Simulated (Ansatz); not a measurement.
# C₃H₃F₃O: a ladder of functionals and wavefunction methods

Aim: compute C₃H₃F₃O with functionals from several rungs and with coupled cluster, and see how far each lands from CCSD(T) at the basis-set limit for the atomisation energy.

Computed with Ansatz 0.2.0, Gaussian basis. Level: functionals in def2-TZVPP, the program's frozen cores in correlated methods.

Levels to be run: LDA (SPW92), PBE-D4, revPBE-D4, BLYP-D4, r2SCAN-D4, B97M-V, PBE0-D4, B3LYP-D4, r2SCANh-D4, r2SCAN0-D4, HSE06-D4, BHLYP-D4, CAM-B3LYP-D4, LC-ωPBE, ωB97X-V, ωB97M-V, B2PLYP, PBE-QIDH; CCSD(T)/def2-SVP; CCSD(T)/def2-TZVPP; MP2/def2-QZVPP; extrapolation to the limit; RPA on PBE.

### 1 The relaxed structure

The geometry comes from an earlier relaxation with PBE0-D4 in a triple-zeta def2 set; it is a stationary point, not always the lowest conformer.

10 atoms, charge 0, spin multiplicity 1.

Atoms are counted from 1 here; the program's logs count them from 0.

Bond lengths: O1–C2 1.197 Å, C2–C3 1.511 Å, C2–H8 1.108 Å, C3–C4 1.505 Å, C3–H9 1.095 Å, C3–H10 1.090 Å, C4–F5 1.341 Å, C4–F6 1.336 Å, C4–F7 1.339 Å. Angles: O1–C2–C3 122.7°, O1–C2–H8 121.4°, C3–C2–H8 115.9°, C2–C3–C4 113.1°, C2–C3–H9 108.2°, C2–C3–H10 109.8°, C4–C3–H9 107.4°, C4–C3–H10 109.8°, H9–C3–H10 108.5°, C3–C4–F5 111.5°, C3–C4–F6 111.4°, C3–C4–F7 111.5°, F5–C4–F6 107.5°, F5–C4–F7 107.2°, F6–C4–F7 107.5°.

### 2 LDA

This LDA is Slater exchange with PW92 correlation.

Contents of in.yaml:

```yaml
crystal:
  periodic: [false, false, false]
  atoms:
    - {symbol: O, position_ang: [-2.075183, -0.018956, -1.339160]}
    - {symbol: C, position_ang: [-0.903791, 0.040373, -1.102047]}
    - {symbol: C, position_ang: [-0.363530, 0.411715, 0.259175]}
    - {symbol: C, position_ang: [0.896766, -0.330467, 0.615801]}
    - {symbol: F, position_ang: [1.881106, -0.075485, -0.258559]}
    - {symbol: F, position_ang: [1.338875, 0.012728, 1.828745]}
    - {symbol: F, position_ang: [0.702332, -1.655038, 0.617045]}
    - {symbol: H, position_ang: [-0.145724, -0.149985, -1.887919]}
    - {symbol: H, position_ang: [-0.122968, 1.480041, 0.251259]}
    - {symbol: H, position_ang: [-1.124683, 0.233873, 1.018661]}
basis:
  gaussian: {orbitals: def2-TZVPP}
hamiltonian: {xc: lda}
output: {orbitals: {seedname: orbitals}}
```

The runs that follow: PBE-D4 (GGA); revPBE-D4 (GGA); BLYP-D4 (GGA); r2SCAN-D4 (meta-GGA); B97M-V (meta-GGA); PBE0-D4 (hybrid); B3LYP-D4 (hybrid); r2SCANh-D4 (hybrid); r2SCAN0-D4 (hybrid); HSE06-D4 (hybrid); BHLYP-D4 (hybrid); CAM-B3LYP-D4 (range-separated); LC-ωPBE-D4 (range-separated); ωB97X-V (range-separated); ωB97M-V (range-separated); B2PLYP (double hybrid); PBE-QIDH (double hybrid); CCSD(T) in def2-SVP; CCSD(T) in def2-TZVPP; MP2 in def2-QZVPP; RPA on PBE orbitals.

**Question.** What will the summary of the whole plan be? Wanted: atomisation energy, CCSD(T)/CBS; farthest beyond LDA; mean size of error, GGA; mean size of error, meta-GGA; mean size of error, hybrid; mean size of error, range-separated; mean size of error, double hybrid; gap, smallest and largest; T1 diagnostic.

The runs gave:

```
                               quantity                                            value
        atomisation energy, CCSD(T)/CBS                                    4240.2 kJ/mol
 functionals within 21.2 kJ/mol (0.5 %)  B97M-V, B3LYP-D4, r2SCANh-D4, ωB97X-V, PBE-QIDH
                    farthest beyond LDA                         BHLYP-D4 (-224.0 kJ/mol)
                mean size of error, GGA                                      85.8 kJ/mol
           mean size of error, meta-GGA                                      21.8 kJ/mol
             mean size of error, hybrid                                      70.8 kJ/mol
    mean size of error, range-separated                                      28.9 kJ/mol
      mean size of error, double hybrid                                      27.4 kJ/mol
              gap, smallest and largest        3.75 eV (LDA (SPW92)), 12.06 eV (LC-ωPBE)
                          T1 diagnostic                                           0.0132
triples share of the correlation energy                                            3.5 %
```

In words: LDA overbinds by 844.9 kJ/mol (20 %). PBE-D4 misses by +193.1 kJ/mol. Double hybrids carry the basis error of their MP2 part in triple zeta, and no dispersion term here, so their miss is partly the set-up's. By mean error the best rung here is meta-GGA (21.8 kJ/mol) and the worst beyond LDA is GGA (85.8 kJ/mol). The gap between the best rungs is small, so their order is not settled. Misses under about 21.2 kJ/mol are within the doubt on the reference itself, which lacks core-valence correlation, relativity and higher excitations. Hartree-Fock recovers 69 % of the binding; the rest is correlation. CCSD(T) in def2-SVP is off by -179.1 kJ/mol, so the small basis spoils what the method gains. Orbital gaps span 3.7 to 12.1 eV; exact exchange widens them.
